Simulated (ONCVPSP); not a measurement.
# An ONCV potential for mercury, from input to tests

Task: generate the file, and judge it by its errors in other configurations, its logarithmic derivatives, its ghosts and its cutoff.

The numbers are computed with ONCVPSP 4.0.1 (PBE, fully relativistic, spin-unpolarised reference atom).

### Step 1. The design

Typed settings, in words:

```
element                 : mercury (Hg, Z = 80)
type                    : optimised norm-conserving Vanderbilt (ONCV)
frozen core             : [Kr] 4d10 4f14
valence charge          : 20
reference configuration : 5s2 5p6 5d10 6s2
partial waves           : 5s+6s: rc 1.20 bohr, ncon 4, nbas 8, qcut 8.2 1/bohr, 2 projectors; 5p: rc 1.65 bohr, ncon 4, nbas 8, qcut 7 1/bohr, 2 projectors, debl 3.1 Ha; 5d: rc 1.35 bohr, ncon 4, nbas 8, qcut 6 1/bohr, 3 projectors, debl 3.3 Ha
local potential         : polynomial inside 0.90 bohr (lpopt 5, dvloc0 0 Ha)
core correction         : polynomial model core, fcfact 0.55
```

An earlier all-electron run gives the scale for the radii.

All-electron outer shells of the reference configuration (PBE, scalar-relativistic, ld1.x):

| shell | level (eV) | outermost node (bohr) | outermost maximum (bohr) |
| --- | --- | --- | --- |
| 5s | -118.18 | 0.47 | 0.82 |
| 4f | -95.89 | – | 0.37 |
| 5p | -66.52 | 0.51 | 0.93 |
| 5d | -9.86 | 0.55 | 1.17 |
| 6s | -6.82 | 1.08 | 2.21 |
| 6p | -1.05 | 1.28 | 3.34 |

### Step 2. Generation

The input, Hg.dat:

```
# ATOM AND REFERENCE CONFIGURATION
# atsym  z   nc   nv     iexc    psfile
  Hg 80.00   10    4        4      upf
#
#   n    l    f
    1    0    2.00
    2    0    2.00
    2    1    6.00
    3    0    2.00
    3    1    6.00
    3    2   10.00
    4    0    2.00
    4    1    6.00
    4    2   10.00
    4    3   14.00
    5    0    2.00
    5    1    6.00
    5    2   10.00
    6    0    2.00
#
# PSEUDOPOTENTIAL AND OPTIMIZATION
# lmax
    2
#
#   l,   rc,      ep,       ncon, nbas, qcut
    0    1.20    0.00    4    8    8.20
    1    1.65    0.00    4    8    7.00
    2    1.35    0.00    4    8    6.00
#
# LOCAL POTENTIAL
# lloc, lpopt,  rc(5),   dvloc0
    4    5    0.90    0.00
#
# VANDERBILT-KLEINMAN-BYLANDER PROJECTORs
# l, nproj, debl
    0    2    3.40
    1    2    3.10
    2    3    3.30
#
# MODEL CORE CHARGE
# icmod, fcfact, rcfact
    1    0.55    0.00
#
# LOG DERIVATIVE ANALYSIS
# epsh1, epsh2, depsh
   -6.00    5.00    0.04
#
# OUTPUT GRID
# rlmax, drl
    6.00    0.01
#
# TEST CONFIGURATIONS
# ncnf
    4
# nvcnf
#   n    l    f
    4
    5    0    2.00
    5    1    6.00
    5    2   10.00
    6    0    1.00
#
    4
    5    0    2.00
    5    1    6.00
    5    2   10.00
    6    0    0.00
#
    4
    5    0    2.00
    5    1    6.00
    5    2    9.00
    6    0    0.00
#
    5
    5    0    2.00
    5    1    6.00
    5    2   10.00
    6    0    1.00
    6    1    1.00
#
```

Launch:

```
oncvpspr.x < Hg.dat > Hg.out
```

Q: Predict the outcome of this session. Wanted: cutoffs for 1 and 0.1 mHa per electron, occupied waves; bound ghosts; GHOST(+) flags; largest test error; largest phase difference near zero energy, channels read; rms error of d²Exc/dn², without and with the model core.

The runs gave:

| quantity | value |
| --- | --- |
| cutoffs for 1 and 0.1 mHa per electron, occupied waves | 33 Ha and 108 Ha |
| bound ghosts | none found |
| GHOST(+) flags | s at -1 eV, p3/2 at 183 eV, p1/2 at 240 eV |
| largest test error (AE − PS) | -9.3 meV, for 5s2 5p6 5d9 6s0 |
| largest phase difference near zero energy, channels read | 0.000 rad |
| rms error of d²Exc/dn², without and with the model core | 8.27 and 2.74 mHa |

**Reading.** By total energies transferability is good: the largest error is 9.3 meV on 65.2 eV, for 5s2 5p6 5d9 6s0. It counts as of middling hardness, with 33 Ha needed at the looser tolerance. The tighter tolerance needs 108 Ha, and converged work needs a cutoff nearer that. The program's ghost test flags no bound state. Near zero energy the phases of the channels with partial waves agree within 0.001 rad. The program also flags highly localised states, GHOST(+) (s, p3/2, p1/2). Note that the frozen 4f shell (-96 eV) lies higher than the valence 5s shell (-118 eV). All of this concerns the isolated atom, not yet a solid.
